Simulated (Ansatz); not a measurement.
# B₂H₄SSi, SMILES S[SiH]1BB1: a ladder of methods at one geometry

Computed with Ansatz's Python interface.

Interactive session:
```pycon
>>> import ansatz as az
>>> from ase import Atoms
>>> atoms = Atoms(["S", "Si", "B", "B", "H", "H", "H", "H"], positions=[
...     (-1.5189, 0.7902, -1.3393),
...     (-0.2776, 0.4878, 0.3255),
...     (1.1653, -0.5688, -0.1182),
...     (-0.078, -1.2985, 0.7954),
...     (-0.7958, 1.9246, -1.799),
...     (-0.0994, 1.5212, 1.3747),
...     (2.2857, -0.6744, -0.6083),
...     (-0.5892, -2.2392, 1.3134),
... ])
>>> b2h4ssi = az.Crystal.molecule_from_ase(atoms)
>>> job = b2h4ssi.calculation().basis(gaussian="def2-SVP")
>>> methods = ["mp2", "ccsd", "ccsd_t"]
>>> batch = az.Session.batch([job.correlation(m).input() for m in methods])
>>> reports = sorted(batch.plan().execute().molecular_reports, key=lambda each: each["member"])

>>> print(f"Hartree-Fock reference {reports[0]['reference_energy_ev'] / 27.211386246:.6f} Ha")
Hartree-Fock reference -737.759986 Ha
>>> best = reports[-1]["free_energy_ev"] - reports[-1]["reference_energy_ev"]
>>> for method, each in zip(methods, reports):
...     gained = each["free_energy_ev"] - each["reference_energy_ev"]
...     print(f"{method:8s} total {each['free_energy_ev'] / 27.211386246:.6f} Ha  correlation {gained:9.4f} eV  ({100 * gained / best:.1f} % of the last)")
...
mp2      total -738.133320 Ha  correlation  -10.1589 eV  (83.4 % of the last)
ccsd     total -738.192667 Ha  correlation  -11.7738 eV  (96.7 % of the last)
ccsd_t   total -738.207616 Ha  correlation  -12.1806 eV  (100.0 % of the last)
```

Total energies depend on the basis set; only differences at equal settings carry meaning. The geometry is a force-field or estimated start, not a minimum of this method, and the basis set is short of its limit. A lower total doesn't mark the better method: functionals have no common bound, and MP2 and coupled cluster aren't variational. Inner cores stay frozen, so this is valence correlation.

(Lines on the test bed's own set-up are left out of the output.)
